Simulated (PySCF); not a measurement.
**RuOF₂: structure of the triplet**

Where does triplet RuOF₂ go from a T-shaped (ligand arrangement 1) start, is the end point a minimum, and what are its modes, charges and moments?

Method: PBE0, basis Ru def2-TZVP with ECP28, O def2-TZVP, F def2-TZVP, scalar-relativistic core potentials, no spin–orbit coupling, density fitting; program: PySCF 2.14.0.

## 1. The starting structure

4 atoms, charge 0, spin multiplicity 3.

Bond lengths: Ru1–O2 1.710 Å, Ru1–F3 1.890 Å, Ru1–F4 1.890 Å. Angles: O2–Ru1–F3 88.0°, O2–Ru1–F4 176.0°, F3–Ru1–F4 88.0°.

```xyz
4
charge 0 multiplicity 3
Ru    0.0000    0.0000    0.0000
O    -1.7090    0.0000    0.0597
F     0.0000    0.0000    1.8900
F     1.8888    0.0000    0.0660
```

## 2. Finding the electronic state

The steps below are one call of a driver around PySCF. For each, scf.py gives the equivalent set-up of the SCF; relaxations use the driver's own optimiser. After this first run the driver tries any further starts and a stability analysis.

File scf.py:

```python
from pyscf import gto, scf, dft
mol = gto.M(atom='''
Ru     0.000000     0.000000     0.000000
O     -1.709000     0.000000     0.059700
F      0.000000     0.000000     1.890000
F      1.888800     0.000000     0.066000''',
    basis={'Ru': 'def2-TZVP', 'O': 'def2-TZVP', 'F': 'def2-TZVP'},
    ecp={'Ru': 'def2-TZVP'},
    charge=0, spin=2)
mf = dft.UKS(mol, xc='PBE0')
mf.grids.atom_grid = (50, 194)
aux = {'Ru': 'def2-universal-JKFIT', 'O': 'def2-universal-JKFIT', 'F': 'def2-universal-JKFIT'}
mf = mf.density_fit(auxbasis=aux)
mf.conv_tol = 1e-08
mf.diis_space = 10
mf.max_cycle = 60
mf.init_guess = 'minao'
mf.verbose = 4
mf.kernel()
```

On the command line:

```bash
> OMP_NUM_THREADS=4 python axn.py task.json out
```

After this run come: T-shaped (ligand arrangement 1) start, triplet: relaxation; Hessian and properties.

Q: Predict the outcome of this session. Wanted: minimum; geometry; wavenumbers; dipole moment; highest occupied, lowest empty level; polar-tensor charge of Ru1; zero-point energy; atomisation energy; ⟨S²⟩.

The runs gave:

| quantity | value |
| --- | --- |
| minimum | triplet, C2v |
| geometry | Ru–F 1.847 Å (×2), Ru–O 1.638 Å; F–Ru–F 116.3°, F–Ru–O 121.8° (×2) |
| wavenumbers (cm⁻¹) | 163 (a1), 204 (b1), 211 (b2), 661 (a1), 674 (b2), 1068 (a1) |
| dipole moment | 0.67 D |
| highest occupied, lowest empty level (either spin) | -8.24, -4.62 eV |
| polar-tensor charge of Ru1 | +1.88 e |
| zero-point energy | 17.8 kJ/mol |
| entropy at 298.15 K | 313.1 J/(mol K) |
| atomisation energy (no zero-point energy) | 1279 kJ/mol |
| ⟨S²⟩ | 2.006 |

**Reading.** From Cs at the start the molecule goes to a C2v minimum. In the infrared the band at 674 cm⁻¹ (b2, stretch) leads. Most of the spin sits on Ru1 (Mulliken spin 1.63, against 2 for the whole molecule). The first SCF alone would have been 1 kJ/mol too high. Only this shape and spin were tried, so other structures or states may lie lower. Open d and f shells are described by one determinant, and the ground state may have another occupation or spin.
